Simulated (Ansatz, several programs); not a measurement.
An 8-atom cell of BaZnSbF from a published structure, relaxed with r2SCAN in Ansatz (plane waves, PAW): it is tetragonal, P4/nmm (No. 129); conventional cell a = 4.454 Å, c = 9.752 Å, 24.18 Å³ an atom. Ba is surrounded by 4 F at 2.66 Å; Zn is surrounded by 4 Sb at 2.75 Å and 4 Zn at 3.15 Å; Sb is surrounded by 4 Zn at 2.75 Å; F is surrounded by 4 Ba at 2.66 Å. The cell was then scaled with its shape and fractional coordinates held, which makes it stiffer than a relaxed compression. No spin polarisation; the structure comes from an open crystallographic database, the properties from the calculation.

```csv
V (Å³/atom),E (meV/atom)
22.731,16.76
23.456,3.96
24.182,0.00
25.633,13.37
```

Q: Pass a cubic E = c₀ + c₁u + c₂u² + c₃u³, with u = V − 24.000 Å³, through these points.

A: c₀ = 0.23, c₁ = -2.618, c₂ = 7.470, c₃ = -0.5756 (meV and Å³).

Q: Where is the minimum, and what bulk modulus follows?

A: dE/du = 0 at u = +0.179, so V₀ = 24.18 Å³. B = V₀ d²E/dV² = 24.18 × (2c₂ + 6c₃u) = 24.18 × 14.321 = 346 meV/Å³, and 1 meV/Å³ is 0.16022 GPa: 55 GPa. A third-order Birch-Murnaghan fit to all five points gives 24.18 Å³ and 55 GPa.

Q: Predict the energy and the pressure at the withheld volume, 24.907 Å³.

A: With u = +0.907: E ≈ 3.57 meV and P = −dE/dV ≈ -1.52 GPa. The run gives 3.52 meV and, from its stress, -1.52 GPa.
